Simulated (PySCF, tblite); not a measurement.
# C₆H₁₁OPS: geometry, infrared bands and NMR shifts

What infrared bands and NMR shifts should C₆H₁₁OPS (`CSCP1(=O)C(C)=C1C`) show?

The runs use tblite 0.8.0 and PySCF 2.14.0, with density-fitted response routines of our own; the level of theory stands in each step. All values are computed, except where a source is named. Atoms count from 0, in the outputs and in this text.

## 1. The molecule as given

20 atoms, charge 0, multiplicity 1; geometry from: force field or distance geometry start.

Bonds of the start (Å): C0–S1 1.81, S1–C2 1.80, C2–P3 1.82, P3–O4 1.49, P3–C5 1.79, C5–C6 1.52, C5–C7 1.33, C7–C8 1.51, C7–P3 1.80, C0–H9 1.13, C0–H10 1.10, C0–H11 1.12, C2–H12 1.10, C2–H13 1.12, C6–H14 1.11, C6–H15 1.11, C6–H16 1.11, C8–H17 1.12, C8–H18 1.12, C8–H19 1.12.

## 2. Geometry optimisation with GFN2-xTB

The job: settings as JSON, then the geometry in Å.

```
{"job": {"kind": "relax", "xc": "GFN2-xTB", "basis": "xTB"}, "charge": 0, "multiplicity": 1}
C      3.528700    -0.195700    -0.971100
S      2.671500    -1.594100    -0.201300
C      1.221300    -0.951000     0.646900
P      0.098800    -0.326500    -0.640900
O      0.209600    -0.816600    -2.042300
C     -1.111800     0.917000    -0.214300
C     -1.505800     2.372200    -0.057600
C     -1.603100    -0.313300    -0.063900
C     -2.747300    -1.235100     0.294200
H      3.634600     0.564200    -0.145600
H      4.500500    -0.536900    -1.352200
H      2.844400     0.160300    -1.782100
H      1.423600    -0.133000     1.351700
H      0.655200    -1.744000     1.199600
H     -1.270500     2.719600     0.971900
H     -2.583800     2.500800    -0.285100
H     -0.946300     3.006400    -0.770500
H     -2.682200    -2.198400    -0.274200
H     -3.736300    -0.738100     0.129600
H     -2.606400    -1.447100     1.384800
```

Run with:

```console
$ OMP_NUM_THREADS=1 python probes_run.py task.json out
```

One launch serves the whole session: the jobs run in the order shown.

Output:

```text
step      E/eV     max force
  0    -767.63481    2.405
  1    -767.85280    1.703
  2    -767.99867    0.966
  3    -768.05870    0.608
  4    -768.09797    0.366
  5    -768.12222    0.468
  6    -768.14632    0.479
  7    -768.15964    0.332
  8    -768.16894    0.209
  9    -768.17883    0.212
 10    -768.18782    0.254
 11    -768.19391    0.215
 12    -768.19950    0.223
 13    -768.20743    0.213
 14    -768.21859    0.257
 15    -768.22950    0.282
 16    -768.23580    0.155
 17    -768.23921    0.129
 18    -768.24244    0.121
 19    -768.24610    0.127
 20    -768.24905    0.115
 21    -768.25094    0.115
 22    -768.25244    0.112
 23    -768.25437    0.110
 24    -768.25695    0.116
 25    -768.25958    0.122
 26    -768.26165    0.111
 27    -768.26330    0.104
 28    -768.26487    0.094
 29    -768.26663    0.109
 30    -768.26855    0.100
 31    -768.27037    0.094
 32    -768.27193    0.080
 33    -768.27323    0.087
 34    -768.27434    0.085
 35    -768.27539    0.082
 36    -768.27636    0.075
 37    -768.27715    0.065
 38    -768.27778    0.051
 39    -768.27834    0.059
 40    -768.27892    0.056
 41    -768.27953    0.058
 42    -768.28014    0.050
 43    -768.28068    0.052
 44    -768.28113    0.054
 45    -768.28153    0.045
 46    -768.28193    0.050
 47    -768.28235    0.060
 48    -768.28280    0.054
 49    -768.28328    0.058
 50    -768.28375    0.061
 51    -768.28424    0.049
 52    -768.28477    0.059
 53    -768.28534    0.057
 54    -768.28588    0.050
 55    -768.28633    0.053
 56    -768.28678    0.054
 57    -768.28736    0.052
 58    -768.28819    0.062
 59    -768.28910    0.059
 60    -768.28981    0.073
 61    -768.29034    0.059
 62    -768.29092    0.051
 63    -768.29164    0.067
 64    -768.29248    0.065
 65    -768.29330    0.064
 66    -768.29413    0.084
 67    -768.29519    0.092
 68    -768.29659    0.105
 69    -768.29783    0.078
 70    -768.29825    0.116
 71    -768.29926    0.068
 72    -768.29996    0.052
 73    -768.30144    0.091
 74    -768.30250    0.108
 75    -768.30384    0.103
 76    -768.30510    0.086
 77    -768.30737    0.121
 78    -768.31113    0.202
 79    -768.31591    0.231
 80    -768.31121    0.319
 81    -768.32152    0.140
 82    -768.32333    0.108
 83    -768.32778    0.169
 84    -768.33060    0.123
 85    -768.33474    0.090
 86    -768.33692    0.130
 87    -768.33917    0.095
 88    -768.34126    0.119
 89    -768.34429    0.149
 90    -768.34536    0.150
 91    -768.34737    0.146
 92    -768.34974    0.143
 93    -768.35182    0.086
 94    -768.35578    0.111
 95    -768.35783    0.123
 96    -768.36139    0.119
 97    -768.36411    0.105
 98    -768.36394    0.191
 99    -768.36755    0.093
100    -768.36874    0.101
101    -768.37111    0.097
102    -768.37268    0.077
103    -768.37452    0.092
104    -768.37629    0.077
105    -768.37783    0.088
106    -768.37921    0.093
107    -768.38062    0.116
108    -768.38217    0.100
109    -768.38350    0.080
110    -768.38470    0.085
111    -768.38613    0.100
112    -768.38788    0.126
113    -768.39016    0.141
114    -768.39303    0.126
115    -768.39610    0.127
116    -768.39878    0.144
117    -768.40134    0.125
118    -768.40360    0.133
119    -768.40385    0.210
120    -768.40658    0.093
121    -768.40766    0.058
122    -768.40910    0.058
123    -768.40968    0.054
124    -768.41059    0.068
125    -768.41134    0.073
126    -768.41192    0.062
127    -768.41236    0.051
128    -768.41287    0.052
129    -768.41351    0.056
130    -768.41435    0.067
131    -768.41534    0.077
132    -768.41649    0.071
133    -768.41781    0.085
134    -768.41921    0.085
135    -768.42037    0.110
136    -768.42145    0.102
137    -768.42231    0.088
138    -768.42318    0.057
139    -768.42381    0.046
140    -768.42446    0.049
141    -768.42481    0.038
142    -768.42501    0.026
143    -768.42513    0.021
144    -768.42523    0.021
145    -768.42534    0.023
146    -768.42545    0.024
147    -768.42554    0.025
148    -768.42561    0.026
149    -768.42569    0.024
150    -768.42582    0.029
151    -768.42602    0.030
152    -768.42630    0.039
153    -768.42670    0.047
154    -768.42726    0.054
155    -768.42802    0.069
156    -768.42887    0.060
157    -768.42955    0.046
158    -768.42996    0.058
159    -768.43022    0.049
160    -768.43040    0.069
161    -768.43075    0.054
162    -768.43099    0.049
163    -768.43137    0.031
164    -768.43159    0.027
165    -768.43187    0.029
166    -768.43206    0.035
167    -768.43214    0.031
168    -768.43226    0.022
169    -768.43235    0.025
170    -768.43246    0.026
171    -768.43254    0.019
172    -768.43263    0.019
173    -768.43270    0.015
174    -768.43279    0.021
175    -768.43288    0.026
176    -768.43298    0.022
177    -768.43305    0.014
178    -768.43309    0.014
179    -768.43313    0.011
180    -768.43316    0.009
```

Run time: 1.4 s. Hardware: 1 thread of Arm Neoverse V2, shared host.

Step by step: (not every step is listed)

```tsv
step	energy from step 0 (eV)	largest force (eV/Å)
0	0.0000	2.4054
1	-0.2180	1.7030
2	-0.3639	0.9664
3	-0.4239	0.6082
4	-0.4632	0.3663
5	-0.4874	0.4681
6	-0.5115	0.4794
7	-0.5248	0.3321
8	-0.5341	0.2088
24	-0.6221	0.1161
40	-0.6441	0.0560
56	-0.6520	0.0544
72	-0.6652	0.0524
88	-0.7065	0.1191
104	-0.7415	0.0773
120	-0.7718	0.0929
136	-0.7866	0.1018
152	-0.7915	0.0390
168	-0.7975	0.0220
175	-0.7981	0.0260
176	-0.7982	0.0218
177	-0.7982	0.0139
178	-0.7983	0.0139
179	-0.7983	0.0108
180	-0.7984	0.0095
```

Distances of close pairs at the start and the end, largest changes first:

```tsv
bond	before (Å)	after (Å)	change (Å)
C5–C6	1.516	1.475	-0.041
C0–H9	1.127	1.088	-0.039
C7–C8	1.512	1.474	-0.039
C8–H17	1.120	1.090	-0.030
C8–H19	1.120	1.090	-0.030
C8–H18	1.119	1.090	-0.029
C2–H13	1.120	1.092	-0.028
C0–H11	1.119	1.091	-0.028
```

The end geometry stands in the next job.

## 3. Vibrational analysis with GFN2-xTB

The job: settings as JSON, then the geometry in Å.

```
{"job": {"kind": "ir", "xc": "GFN2-xTB", "basis": "xTB"}, "charge": 0, "multiplicity": 1}
C      2.802872     0.506412    -0.646716
S      2.996270    -1.191705    -0.057806
C      1.313680    -1.460550     0.549561
P      0.101425    -0.961184    -0.741879
O      0.325236    -1.513899    -2.082073
C     -0.759668     0.570232    -0.342040
C     -0.878852     2.039773    -0.389809
C     -1.491297    -0.515861    -0.021406
C     -2.836069    -0.866783     0.468647
H      2.534780     1.157300     0.182335
H      3.758195     0.807473    -1.064934
H      2.034596     0.521195    -1.421816
H      1.138111    -0.906587     1.471093
H      1.212295    -2.533373     0.724451
H     -0.106980     2.511745     0.218481
H     -1.857561     2.348806    -0.025340
H     -0.754503     2.389098    -1.414798
H     -3.343101    -1.494120    -0.264461
H     -3.424990     0.034202     0.637578
H     -2.769586    -1.431494     1.398504
```

Output:

```text
mode    cm-1     km/mol
  1      59.4      0.22
  2      74.2      0.63
  3      86.1      2.02
  4      93.6      1.76
  5     101.7      0.14
  6     145.6      4.37
  7     161.3      2.71
  8     177.0      0.07
  9     195.7      3.83
 10     219.2      0.69
 11     268.0      3.36
 12     277.0      3.76
 13     316.1     15.68
 14     381.0     51.81
 15     427.0      1.93
 16     610.9      6.86
 17     650.3      1.57
 18     703.4     19.74
 19     736.9     22.87
 20     747.3     18.82
 21     764.2     63.94
 22     878.0     23.55
 23     937.6     14.88
 24     950.6      0.60
 25    1004.9      0.47
 26    1015.3      4.88
 27    1035.3      5.54
 28    1059.3     19.04
 29    1078.3     44.74
 30    1122.3      1.19
 31    1235.9     48.94
 32    1276.5    260.40
 33    1312.2      1.92
 34    1371.8      2.13
 35    1383.9     10.03
 36    1386.9      2.96
 37    1427.0     12.65
 38    1442.5      4.84
 39    1454.7      2.10
 40    1459.4     13.29
 41    1464.5     14.71
 42    1466.5      2.19
 43    1739.7      3.23
 44    2960.4      2.13
 45    2963.7     13.55
 46    2966.8      6.42
 47    2994.7     11.28
 48    2998.2     17.08
 49    3008.0     10.73
 50    3008.6     16.84
 51    3010.5      7.98
 52    3011.5     16.26
 53    3014.3     33.23
 54    3059.0      2.15
```

It took 0.77 s on 1 thread of Arm Neoverse V2, shared host.

The strongest bands and the atoms that carry them (share of the mass-weighted mode):

```tsv
cm⁻¹	km/mol	atoms
381	51.8	O4 30 %, P3 20 %, C7 13 %, C5 12 %
737	22.9	C0 29 %, C2 19 %, S1 14 %, H12 12 %
764	63.9	C2 34 %, H13 17 %, P3 17 %, H12 14 %
878	23.6	C5 17 %, C7 17 %, C6 13 %, C8 13 %
1078	44.7	H15 19 %, H18 18 %, C5 14 %, C7 13 %
1236	48.9	C5 35 %, C7 35 %
1276	260.4	O4 57 %, P3 38 %
3014	33.2	H15 86 %
```

## 4. NMR shieldings: PBE0/pcSseg-1

Settings changed since step 3:

```diff
@@ -1,2 +1,2 @@
-{"job": {"kind": "ir", "xc": "GFN2-xTB", "basis": "xTB"}, "charge": 0, "multiplicity": 1}
+{"job": {"kind": "nmr", "xc": "PBE0", "basis": "pcSseg-1"}, "charge": 0, "multiplicity": 1}
 C      2.802872     0.506412    -0.646716
```

With the program's defaults for keys left out, this is: GIAO PBE0/pcSseg-1 NMR shielding, non-relativistic, gas phase.

Output:

```text
coarse grid: 17672 points
cycle   1  E = -1049.0355614703  dE =  1.413e+00  |g| = 9.249e-01  |ddm| = 4.327e+00
cycle   2  E = -1048.3379562229  dE =  6.976e-01  |g| = 2.036e+00  |ddm| = 3.777e+00
cycle   3  E = -1049.1959752351  dE = -8.580e-01  |g| = 2.368e-01  |ddm| = 3.158e+00
cycle   4  E = -1049.2082805753  dE = -1.231e-02  |g| = 9.849e-02  |ddm| = 4.013e-01
cycle   5  E = -1049.2106816109  dE = -2.401e-03  |g| = 2.498e-02  |ddm| = 1.354e-01
cycle   6  E = -1049.2108372619  dE = -1.557e-04  |g| = 7.016e-03  |ddm| = 4.017e-02
cycle   7  E = -1049.2108483753  dE = -1.111e-05  |g| = 2.374e-03  |ddm| = 9.357e-03
cycle   8  E = -1049.2108496911  dE = -1.316e-06  |g| = 6.041e-04  |ddm| = 2.959e-03
final grid: 161224 points
cycle   9  E = -1049.2781286002  dE = -2.595e-05  |g| = 1.296e-02  |ddm| = 3.570e-02
cycle  10  E = -1049.2780609631  dE =  6.764e-05  |g| = 2.196e-02  |ddm| = 3.408e-02
cycle  11  E = -1049.2781647628  dE = -1.038e-04  |g| = 3.622e-03  |ddm| = 2.512e-02
cycle  12  E = -1049.2781673302  dE = -2.567e-06  |g| = 2.260e-04  |ddm| = 3.469e-03
cycle  13  E = -1049.2781673436  dE = -1.344e-08  |g| = 9.422e-05  |ddm| = 5.139e-04
cycle  14  E = -1049.2781673456  dE = -1.942e-09  |g| = 3.993e-05  |ddm| = 1.526e-04
cycle  15  E = -1049.2781673459  dE = -3.586e-10  |g| = 1.370e-05  |ddm| = 4.902e-05
converged SCF energy = -1049.2781673459

GIAO shielding tensors (ppm)
atom      isotropic    diamagn.    paramagn.     s11        s22        s33       span
  0 C      163.818     253.128     -89.310    151.083    160.222    180.149     29.066
  1 S      567.682    1054.056    -486.374    454.564    497.070    751.413    296.848
  2 C      143.163     256.323    -113.159    117.185    149.371    162.934     45.749
  3 P      424.153     965.700    -541.547    229.212    282.335    760.914    531.702
  4 O      248.000     395.385    -147.385    138.930    216.992    388.077    249.147
  5 C       12.754     269.198    -256.444    -90.370    -30.076    158.707    249.077
  6 C      173.104     248.720     -75.616    155.561    178.328    185.424     29.863
  7 C       14.847     272.801    -257.954    -90.275    -29.613    164.430    254.706
  8 C      172.816     248.024     -75.207    154.699    178.488    185.263     30.564
  9 H       29.611      32.338      -2.727     25.796     26.487     36.551     10.755
 10 H       29.538      28.317       1.221     24.343     26.503     37.767     13.424
 11 H       28.793      32.109      -3.317     23.963     28.599     33.816      9.853
 12 H       29.597      33.267      -3.670     23.732     29.669     35.390     11.658
 13 H       28.155      29.870      -1.715     22.973     27.151     34.340     11.367
 14 H       29.743      31.250      -1.507     25.088     29.167     34.975      9.887
 15 H       29.164      29.584      -0.419     23.989     28.564     34.941     10.952
 16 H       29.461      29.502      -0.041     25.579     27.488     35.316      9.737
 17 H       29.328      27.988       1.340     25.303     27.209     35.471     10.168
 18 H       29.145      29.237      -0.091     24.048     28.790     34.598     10.550
 19 H       29.656      29.572       0.085     25.178     28.185     35.605     10.427
```

It took 48 s on 1 thread of Arm Neoverse V2, shared host; peak memory 1.1 GiB.

Shifts follow as δ = σ(reference) − σ, with reference shieldings (ppm) from runs at the same level and on the same kind of geometry: 1H TMS 31.72, 13C TMS 186.9, 17O H2O 336.1, 31P H3PO4 318.4, 33S CS2 504. The references are single molecules in the gas phase, so shifts against H2O, NH3, PH3, H3PO4 or CFCl3 are not on the usual liquid scales and can be off by tens of ppm. Atoms listed in one row are averaged.

```tsv
atoms	environment	σ (ppm)	δ (ppm)	δ scaled to CDCl3
C5, C7	fully substituted alkene carbon	13.8	173.1	167.1
C2	sp3 CH2 bonded to P and S	143.2	43.8	36.4
C0	methyl carbon bonded to S	163.8	23.1	16.2
C6, C8	allylic methyl carbon	173.0	14.0	11.7
H12, H13	hydrogen on an sp3 CH2 bonded to P and S	28.88	2.84	2.78
H9, H10, H11	hydrogen on a methyl carbon bonded to S	29.31	2.40	2.37
H14, H15, H16, H17, H18, H19	hydrogen on an allylic methyl carbon	29.42	2.30	2.27
S1	sulfide sulfur	568	-64	–
P3	phosphorus bonded to 3 C, O, in a 3-membered ring	424.2	-105.8	–
O4	P=O oxygen	248.0	88.1	–
```

The scaled column applies a straight-line fit of computed shieldings to shifts measured in CDCl3, with any fitted terms for Cl, Br or S neighbours (root-mean-square error 0.16 ppm for H, 1.9 ppm for C).

Charges from the same density, by scheme (e):

```tsv
atoms	Mulliken	IAO	Hirshfeld	ESP fit
C0	-0.42	-0.51	-0.12	-0.41
S1	-0.01	0.12	0.00	-0.13
C2	-0.50	-0.60	-0.12	-0.39
P3	0.93	1.43	0.36	0.63
O4	-0.56	-0.89	-0.39	-0.57
C5, C7	-0.39	-0.23	-0.04	0.02
C6, C8	-0.17	-0.44	-0.11	-0.50
```

Mayer bond orders: C0–S1 1.01, S1–C2 1.00, C2–P3 0.87, P3–O4 1.89, P3–C5 0.85, C5–C6 1.09, C5–C7 1.55, C7–C8 1.10, C7–P3 0.84.

Ring of atoms P3, C5, C7: NICS(0) -16.4, NICS(1) -8.8, NICS(1)zz -10.4 ppm (means of both faces; NICS(1) differs between them: -10.5 and -7.1).

The two faces differ (NICS(1)zz -7.2 and -13.6 ppm).

In rings of three or four atoms NICS is ruled by the nearby σ bonds, so it says little on aromaticity.

The fields below are evaluated on a grid from the run's orbitals.

Frontier orbitals at PBE0/pcSseg-1, with the share of their density that lies nearest to each atom:

```tsv
orbital	energy (eV)	lies on
HOMO	-6.45	S1 77 %
LUMO	-0.24	C5, C7 about 34 % each
```

ELF in a plane through or near 8 of the atoms.

Values, 10 rows by 14 columns:
```
0.00 0.00 0.00 0.00 0.00 0.00 0.00 0.00 0.00 0.00 0.00 0.00 0.00 0.00
0.00 0.00 0.00 0.00 0.00 0.00 0.00 0.01 0.01 0.00 0.00 0.00 0.00 0.00
0.00 0.00 0.00 0.00 0.00 0.00 0.07 0.44 0.44 0.90 0.03 0.00 0.00 0.00
0.00 0.00 0.07 0.10 0.07 0.01 0.16 0.41 0.62 0.90 0.01 0.00 0.00 0.00
0.00 0.02 0.99 0.96 0.36 0.26 0.32 0.56 0.58 0.09 0.83 0.94 0.01 0.00
0.00 0.00 0.10 0.51 0.75 0.05 0.52 0.55 0.33 0.83 0.78 0.77 0.03 0.00
0.00 0.00 0.23 0.51 0.74 0.78 0.93 0.53 0.73 0.36 0.73 0.16 0.01 0.00
0.00 0.00 0.21 0.80 0.60 0.48 0.95 0.07 0.01 0.01 0.11 0.02 0.00 0.00
0.00 0.00 0.00 0.04 0.01 0.24 0.94 0.05 0.00 0.00 0.00 0.00 0.00 0.00
0.00 0.00 0.00 0.00 0.00 0.00 0.00 0.00 0.00 0.00 0.00 0.00 0.00 0.00
```
The map spans 13.0 Å across and 10.7 Å up, centred on the molecule. Atoms in the plane (x, y in Å): C0 (-2.9, 0.4), S1 (-2.9, -1.4), C5 (0.7, 0.7), C6 (0.7, 2.1), C7 (1.5, -0.4), C8 (2.9, -0.7), H10 (-3.9, 0.7), H18 (3.5, 0.2).

log10 of the density (e/Å³) in the same plane.

Ten even steps from '0' (-4.0) to '9' (1.6):
```
0000000000000000000000000000
0000000000000011100000000000
0000000000001222222100000000
0000000000123444443210000000
0000000000124556555321000000
0000112222235677776421000000
0001233443335679765422100000
0013455565444677654333321000
0023567776545679765455432000
0023567896545677776677542100
0013456776556667787777542100
0012456776666666777887542100
0013457997777666666776432100
0013456776677654444555421000
0012345655666543333333210000
0001234444555532111222100000
0000122333444321000000000000
0000001111222210000000000000
0000000000000000000000000000
0000000000000000000000000000
```
The map spans 13.0 Å across and 10.7 Å up, centred on the molecule. Atoms in the plane (x, y in Å): C0 (-2.9, 0.4), S1 (-2.9, -1.4), C5 (0.7, 0.7), C6 (0.7, 2.1), C7 (1.5, -0.4), C8 (2.9, -0.7), H10 (-3.9, 0.7), H18 (3.5, 0.2).

On the surface of density 0.002 e/bohr³ the electrostatic potential runs, from the 1st to the 99th percentile, from -2.33 V near O4 to 1.09 V near H14.

## 5. What came out

| quantity | value |
| --- | --- |
| strongest single infrared mode (GFN2-xTB) | 1276 cm⁻¹, 260 km/mol |
| zero-point energy (GFN2-xTB) | 96.8 kcal/mol |
| 13C shifts against TMS (PBE0/pcSseg-1, means over atoms taken as alike) | 173.1, 43.8, 23.1, 14.0 ppm |
| 1H shifts against TMS (PBE0/pcSseg-1, means over atoms taken as alike) | 2.84, 2.40, 2.30 ppm |
| 33S shifts against CS2 (PBE0/pcSseg-1) | -64 ppm |
| 31P shifts against H3PO4 (PBE0/pcSseg-1) | -105.8 ppm |
| 17O shifts against H2O (PBE0/pcSseg-1) | 88.1 ppm |
| surface potential, 1st and 99th percentile | -2.33 V and 1.09 V |

Relaxing lowered the energy by 0.798 eV in 180 steps; the close pair that moved most is C5–C6, from 1.516 to 1.475 Å. No mode is imaginary among the 54: a minimum at this level. The strongest single mode, at 1276 cm⁻¹, moves mainly O4 and P3. GFN2-xTB is a fitted tight-binding method: band positions and strengths are rough. Its intensities can rank the bands wrongly. At PBE0/pcSseg-1: Shielding is most anisotropic at P3 (span 532 ppm, paramagnetic term -542 ppm).
